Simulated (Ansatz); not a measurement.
# CH6AlClSSi: basis-set convergence

The task here is to estimate one member of a computed series from the others.

Program: Ansatz 0.2.0, Gaussian basis. Level of theory: one geometry, several basis sets. These are calculated values, not measurements.

Plan: PBE0-D4/def2-SVP; ωB97M-V/def2-SVP; PBE0-D4/def2-QZVPP; ωB97M-V/def2-QZVPP; the functionals' def2-TZVPP values are taken from earlier runs.

### The relaxed structure

All runs share one geometry, relaxed beforehand with PBE0-D4 in a triple-zeta def2 set.

SMILES `[SiH3][CH](Cl)[AlH][SH]`, 11 atoms, charge 0, spin multiplicity 1.

Atoms are counted from 1 here; the program's logs count them from 0.

Bond lengths: Si1–C2 1.866 Å, Si1–H6 1.487 Å, Si1–H7 1.486 Å, Si1–H8 1.486 Å, C2–Cl3 1.855 Å, C2–Al4 1.960 Å, C2–H9 1.091 Å, Al4–S5 2.185 Å, Al4–H10 1.574 Å, S5–H11 1.345 Å. Angles: C2–Si1–H6 107.2°, C2–Si1–H7 109.7°, C2–Si1–H8 112.0°, H6–Si1–H7 109.5°, H6–Si1–H8 109.7°, H7–Si1–H8 108.7°, Si1–C2–Cl3 110.0°, Si1–C2–Al4 124.7°, Si1–C2–H9 112.8°, Cl3–C2–Al4 82.7°, Cl3–C2–H9 105.4°, Al4–C2–H9 114.8°, C2–Al4–S5 120.4°, C2–Al4–H10 120.4°, S5–Al4–H10 119.2°, Al4–S5–H11 93.9°.

Set-up of the first run:

File in.yaml:

```yaml
crystal:
  periodic: [false, false, false]
  atoms:
    - {symbol: Si, position_ang: [-1.420003, -0.233572, 0.775299]}
    - {symbol: C, position_ang: [0.421323, 0.062201, 0.833095]}
    - {symbol: Cl, position_ang: [1.328844, -1.545012, 0.649807]}
    - {symbol: Al, position_ang: [1.518213, 0.569743, -0.709725]}
    - {symbol: S, position_ang: [0.710750, 0.424556, -2.734455]}
    - {symbol: H, position_ang: [-2.082626, 1.087598, 0.939578]}
    - {symbol: H, position_ang: [-1.792953, -0.815156, -0.540204]}
    - {symbol: H, position_ang: [-1.869239, -1.157022, 1.849458]}
    - {symbol: H, position_ang: [0.754076, 0.474905, 1.786417]}
    - {symbol: H, position_ang: [2.965006, 1.153685, -0.500599]}
    - {symbol: H, position_ang: [-0.467891, -0.078826, -2.328069]}
basis:
  gaussian: {orbitals: def2-SVP}
hamiltonian: {xc: pbe0, dispersion: d4}
output: {orbitals: {seedname: orbitals}}
```

Run with:

```sh
> ansatz run in.yaml --threads 4 --pin off --events-out ev --progress --plain --max-ram 10444MiB
```

Among the steps run: PBE0-D4 in def2-SVP; ωB97M-V in def2-SVP; PBE0-D4 in def2-QZVPP; ωB97M-V in def2-QZVPP.

One table of the session follows, with a row left open; its other results are not shown here.

| functional | basis | HOMO (eV) |
| --- | --- | --- |
| PBE0-D4 | def2-SVP | -7.43 |
| PBE0-D4 | def2-TZVPP | -7.54 |
| PBE0-D4 | def2-QZVPP | -7.56 |
| ωB97M-V | def2-SVP | -9.56 |
| ωB97M-V | def2-TZVPP | ? |
| ωB97M-V | def2-QZVPP | -9.74 |

Estimate the missing values for ωB97M-V, def2-TZVPP.

**Answer.** HOMO (eV): -9.71. In the column «HOMO (eV)» it lies between ωB97M-V, def2-QZVPP (-9.74) and ωB97M-V, def2-SVP (-9.56).
